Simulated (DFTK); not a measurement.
Crystal: BiTe.

```
CELL_PARAMETERS angstrom
2.42271 1.39875 3.31729
-2.42271 1.39875 3.31729
0.00000 -2.79750 3.31729
ATOMIC_POSITIONS crystal
Bi 0.50000 0.50000 0.50000
Te 0.00000 0.00000 0.00000
```

The cell comes from a database or a generator and needn't be the stable form of this composition.

Base run:

```yaml
Program: DFTK 0.8.2
Functional: WC
Potentials_or_basis: SG15 1.2 (PBE)
Cutoff: 1225 eV
k_mesh: 5 × 5 × 5
Occupations: fermi-dirac, width 0.05 eV
Spin: no spin polarisation
```

Its results: band gap on the k mesh none (metal or under the smearing width); pressure -2.4 GPa.

Problem. The run is repeated on the same cell with these changes: functional from WC to LDA. What comes out?

Solution. Band gap on the k mesh none (metal or under the smearing width); pressure -3.6 GPa.

LDA binds more tightly than WC, so the same cell stands under less pressure.

Caveats: the potentials were made for another functional, which shifts forces and pressure; spin-orbit coupling is left out, which moves the levels of the heavy elements.
